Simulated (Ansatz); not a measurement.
# C5H8BClO3: how energies converge with the basis set

An exercise on one series of results from a longer session: the logs are not shown, and one member is left open.

Method: one geometry, several basis sets; program: Ansatz 0.2.0, Gaussian basis.

The runs, in order: PBE0-D4/def2-SVP; ωB97M-V/def2-SVP; PBE0-D4/def2-QZVPP; ωB97M-V/def2-QZVPP; the functionals' def2-TZVPP values are taken from earlier runs.

## The relaxed structure

The geometry comes from an earlier relaxation with PBE0-D4 in a triple-zeta def2 set; it is a stationary point, not always the lowest conformer.

18 atoms, charge 0, spin multiplicity 1.

Atoms are counted from 1 here; the program's logs count them from 0.

Bond lengths: C1–C2 1.484 Å, C1–H11 1.088 Å, C1–H12 1.092 Å, C1–H13 1.094 Å, C2–C3 1.388 Å, C2–O10 1.281 Å, C3–C4 1.388 Å, C3–H14 1.079 Å, C4–C5 1.484 Å, C4–O6 1.281 Å, C5–H15 1.094 Å, C5–H16 1.088 Å, C5–H17 1.092 Å, O6–B7 1.520 Å, B7–O8 1.386 Å, B7–Cl9 1.846 Å, B7–O10 1.520 Å, O8–H18 0.959 Å. Angles: C2–C1–H11 112.1°, C2–C1–H12 109.6°, C2–C1–H13 108.4°, H11–C1–H12 110.1°, H11–C1–H13 109.4°, H12–C1–H13 107.0°, C1–C2–C3 122.8°, C1–C2–O10 115.5°, C3–C2–O10 121.7°, C2–C3–C4 118.1°, C2–C3–H14 120.7°, C4–C3–H14 120.7°, C3–C4–C5 122.8°, C3–C4–O6 121.7°, C5–C4–O6 115.5°, C4–C5–H15 108.4°, C4–C5–H16 112.1°, C4–C5–H17 109.6° and more.

Set-up of the first run:

The input, in.yaml:

```yaml
crystal:
  periodic: [false, false, false]
  atoms:
    - {symbol: C, position_ang: [1.492029, -2.091458, -0.763895]}
    - {symbol: C, position_ang: [0.790259, -0.898161, -0.230160]}
    - {symbol: C, position_ang: [-0.267452, -0.290336, -0.892350]}
    - {symbol: C, position_ang: [-0.989001, 0.684449, -0.217211]}
    - {symbol: C, position_ang: [-2.260461, 1.245877, -0.736378]}
    - {symbol: O, position_ang: [-0.609289, 1.137747, 0.918882]}
    - {symbol: B, position_ang: [0.799694, 0.890382, 1.431571]}
    - {symbol: O, position_ang: [0.865314, 0.952831, 2.814167]}
    - {symbol: Cl, position_ang: [1.901898, 2.136017, 0.630801]}
    - {symbol: O, position_ang: [1.205416, -0.476428, 0.905682]}
    - {symbol: H, position_ang: [1.012090, -2.483637, -1.658247]}
    - {symbol: H, position_ang: [1.538427, -2.863872, 0.006454]}
    - {symbol: H, position_ang: [2.522960, -1.809975, -0.997419]}
    - {symbol: H, position_ang: [-0.604893, -0.661895, -1.847316]}
    - {symbol: H, position_ang: [-2.103916, 2.304759, -0.961597]}
    - {symbol: H, position_ang: [-2.600333, 0.731075, -1.632716]}
    - {symbol: H, position_ang: [-3.027086, 1.194173, 0.039375]}
    - {symbol: H, position_ang: [0.296843, 0.309951, 3.241956]}
basis:
  gaussian: {orbitals: def2-SVP}
hamiltonian: {xc: pbe0, dispersion: d4}
output: {orbitals: {seedname: orbitals}}
```

The run is started by

```console
$ ansatz run in.yaml --threads 4 --pin off --events-out ev --progress --plain --max-ram 66560MiB --backend cpu
```

Steps of the session up to this table: PBE0-D4 in def2-SVP; ωB97M-V in def2-SVP; PBE0-D4 in def2-QZVPP; ωB97M-V in def2-QZVPP.

One table of the session follows, with a row left open; its other results are not shown here.

It belongs to the step «Functionals by basis». 

```
functional       basis  HOMO (eV)  LUMO (eV)
   PBE0-D4    def2-SVP          ?          ?
   PBE0-D4  def2-TZVPP      -7.75      -2.29
   PBE0-D4  def2-QZVPP      -7.78      -2.33
   ωB97M-V    def2-SVP      -9.76      -0.09
   ωB97M-V  def2-TZVPP      -9.91      -0.19
   ωB97M-V  def2-QZVPP      -9.94      -0.24
```

Q: Estimate the row for PBE0-D4, def2-SVP from the others.

The run gave: HOMO (eV): -7.51; LUMO (eV): -2.23. In the column «HOMO (eV)» it is the highest.
